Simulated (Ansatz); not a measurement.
# WOF4: trial inputs and their diagnosis

3 inputs were typed for WOF4. Each is run as it stands; the log then has to tell whether the result can be used.

Computed with Ansatz 0.2.0, Gaussian basis. Level: the settings change from run to run.

## 1. The molecule

An earlier PBE0-D4/def2-SVP relaxation fixed the geometry. W takes a core potential in def2 sets; no spin-orbit term is included.

6 atoms, charge 0, spin multiplicity 1.

Atoms are counted from 1 here; the program's logs count them from 0.

Bond lengths: W1–O2 1.670 Å, W1–F3 1.853 Å, W1–F4 1.853 Å, W1–F5 1.853 Å, W1–F6 1.853 Å. Angles: O2–W1–F3 105.1°, O2–W1–F4 105.0°, O2–W1–F5 105.1°, O2–W1–F6 105.1°, F3–W1–F4 86.1°, F3–W1–F5 149.9°, F3–W1–F6 86.2°, F4–W1–F5 86.2°, F4–W1–F6 149.9°, F5–W1–F6 86.1°.

## 2. Input 1

File in.yaml:

```yaml
crystal:
  periodic: [false, false, false]
  atoms:
    - {symbol: W, position_ang: [0.000050, -0.000212, 0.042613]}
    - {symbol: O, position_ang: [0.003360, -0.006569, 1.712652]}
    - {symbol: F, position_ang: [1.788257, 0.013614, -0.442590]}
    - {symbol: F, position_ang: [-0.011893, 1.790950, -0.431670]}
    - {symbol: F, position_ang: [-1.790061, -0.010087, -0.435623]}
    - {symbol: F, position_ang: [0.010298, -1.787697, -0.445382]}
basis:
  gaussian: {orbitals: def2-mTZVP, fitting: {mean_field: cc-pVTZ-jkfit}}
magnetization: {spin_polarized: true, initial_magnetization: 2}
hamiltonian: {xc: {name: PBE0}}
output: {forces: true}
```

The run is started by

```sh
> ansatz run in.yaml --threads 4 --pin off --events-out ev --progress --plain --max-ram 3916MiB
```

The log of the run:

```text
Functional definition: PBE0
  name "PBE0"
  cite "Adamo & Barone, J. Chem. Phys. 110, 6158 (1999) doi:10.1063/1.478522"
  cite "Perdew, Burke & Ernzerhof, Phys. Rev. Lett. 77, 3865 (1996) doi:10.1103/PhysRevLett.77.3865"
  parent pbe
  parameter a = 0.25
  parameter kappa = 0.804
  parameter beta = 0.06672455060314922
  exchange = (1 - a)*pbe_x(kappa = kappa, mu = beta*pi^2/3) + a*exact_x
  correlation = pbe_c(beta = beta)
Error: <dir> the basis set cc-pVTZ-JKFIT has no functions for W
```

Run time: 0.1 s. Hardware: 4 threads of Intel Xeon at 2.60GHz, shared host.

**Diagnosis.** The program refused the input. The fitting set named has no entry for an element of this molecule. Cure: leave the fitting key out, or name a set that covers all elements and suits the basis. The input also asks for charge 0 and multiplicity 3, not those of the species named; set them back first.

## 3. Input 2

File in.yaml:

```yaml
crystal:
  periodic: [false, false, false]
  atoms:
    - {symbol: W, position_ang: [0.000109, -0.000466, 0.093748]}
    - {symbol: O, position_ang: [0.007391, -0.014452, 3.767834]}
    - {symbol: F, position_ang: [3.934166, 0.029951, -0.973698]}
    - {symbol: F, position_ang: [-0.026165, 3.940091, -0.949673]}
    - {symbol: F, position_ang: [-3.938134, -0.022191, -0.958370]}
    - {symbol: F, position_ang: [0.022655, -3.932934, -0.979841]}
basis:
  gaussian: {orbitals: def2-SVPD}
hamiltonian: {xc: {name: rPW86-PBE}}
scf: {omitted_lower_state_checks: [starts]}
```

Same command.

The log of the run:

```text
Functional definition: rPW86-PBE
  name "rPW86-PBE"
  cite "Murray, Lee & Langreth, J. Chem. Theory Comput. 5, 2754 (2009) doi:10.1021/ct900365q"
  cite "Perdew, Burke & Ernzerhof, Phys. Rev. Lett. 77, 3865 (1996) doi:10.1103/PhysRevLett.77.3865"
  parent pbe
  exchange = rpw86_x
  correlation = pbe_c
these checks for a lower state are left out or cut short: starts
1241 factors; their error is unknown
mean field evaluation 1: about -14594.0052 eV, gradient 1.5e2 eV
mean field evaluation 2: about -10554.6281 eV, gradient 6.8e2 eV
mean field evaluation 4: about -13524.9465 eV, gradient 3.7e2 eV
mean field evaluation 8: about -14728.0962 eV, gradient 3.4e1 eV
mean field evaluation 16: about -14731.2051 eV, gradient 2.6e-1 eV
mean field -14731.20545054 eV, -541.3618151375 hartree, gradient 3.3e-6 eV, S^2 0.000000; 0 other end points of the search recorded, 0 dependent functions left out
reference -14731.20565072 eV, -541.3618224941 hartree; 29, 29 occupied and 121, 121 virtual orbitals, 1241 factors
Total energy: -14731.20565072 eV, -541.3618224941 hartree
Checks for a lower state left out: starts
```

It took 12 s on 4 threads of Intel Xeon at 2.60GHz, shared host.

**Diagnosis.** It ended without an error, which proves nothing about the input. The geometry is stretched to more than twice its size. The shortest distance is 3.67 Å (W1–O2), against 1.67 Å in the relaxed molecule. Its energy is no property of the relaxed molecule. To mend it, use the relaxed coordinates.

## 4. Input 3

File in.yaml:

```yaml
crystal:
  periodic: [false, false, false]
  atoms:
    - {symbol: W, position_ang: [0.003360, 0.293431, 1.762652]}
    - {symbol: O, position_ang: [0.003360, -0.006569, 1.712652]}
    - {symbol: F, position_ang: [1.788257, 0.013614, -0.442590]}
    - {symbol: F, position_ang: [-0.011893, 1.790950, -0.431670]}
    - {symbol: F, position_ang: [-1.790061, -0.010087, -0.435623]}
    - {symbol: F, position_ang: [0.010298, -1.787697, -0.445382]}
basis:
  gaussian: {orbitals: def2-TZVPP, final_grid: {core_spheres: 8, valence_spheres: 7, degree: 23}}
hamiltonian: {xc: {name: r2SCANh}}
scf: {omitted_lower_state_checks: [starts]}
```

The command is unchanged.

The log of the run:

```text
Functional definition: r2SCANh
  name "r2SCANh"
  cite "Bursch, Neugebauer, Ehlert & Grimme, J. Chem. Phys. 156, 134105 (2022) doi:10.1063/5.0086040"
  cite "Furness, Kaplan, Ning, Perdew & Sun, J. Phys. Chem. Lett. 11, 8208 (2020) doi:10.1021/acs.jpclett.0c02405"
  cite "Furness, Kaplan, Ning, Perdew & Sun, J. Phys. Chem. Lett. 11, 9248 (2020) doi:10.1021/acs.jpclett.0c03077"
  parent r2scan
  parameter a = 0.1
  parameter k0 = 0.174
  parameter k1 = 0.065
  parameter a1 = 4.9479
  exchange = (1 - a)*r2scan_x(k0 = k0, k1 = k1, a1 = a1) + a*exact_x
  correlation = r2scan_c
these checks for a lower state are left out or cut short: starts
1110 factors; their error is unknown
mean field evaluation 1: about -11768.5667 eV, gradient 1.0e2 eV
mean field evaluation 2: about -11638.8670 eV, gradient 2.0e2 eV
mean field evaluation 4: about -11755.3086 eV, gradient 1.1e2 eV
mean field evaluation 8: about -11780.3042 eV, gradient 2.8e-1 eV
mean field evaluation 16: about -11780.3042 eV, gradient 3.5e-3 eV
a density is far from that of the atoms, so the factors are made again for it
1522 factors; integrals over basis functions are off by at most 4.1e-4 eV
mean field evaluation 32: about -11780.3043 eV, gradient 2.0e-5 eV
mean field -11780.30428353 eV, -432.9181974426 hartree, gradient 7.5e-6 eV, S^2 0.000000; 0 other end points of the search recorded, 0 dependent functions left out
reference -11780.30429210 eV, -432.9181977577 hartree; 29, 29 occupied and 182, 182 virtual orbitals, 1522 factors
Total energy: -11780.30429210 eV, -432.9181977577 hartree
Checks for a lower state left out: starts
```

It took 7.5 s on 4 threads of Intel Xeon at 2.60GHz, shared host.

**Diagnosis.** The run converged, but a converged run isn't a right one. One atom was put on top of another. The shortest distance is 0.30 Å (W1–O2), against 1.67 Å in the relaxed molecule. Its energy is no property of the relaxed molecule. Cure: restore the atom's position.

## 5. How the tries ended

```csv
input,level,ended,cause,time
1,PBE0/def2-mTZVP,refused,the fitting set named has no entry for an element of this molecule,0.1 s
2,rPW86-PBE/def2-SVPD,converged,the geometry is stretched to more than twice its size,12 s
3,r2SCANh/def2-TZVPP,converged,one atom was put on top of another,7.5 s
```

In words: 1 refused, 2 converged. A refusal costs next to no computing time. The dangerous case is the input that converges on a wrong geometry, charge, spin, basis or grid: often only a look at the input shows it.
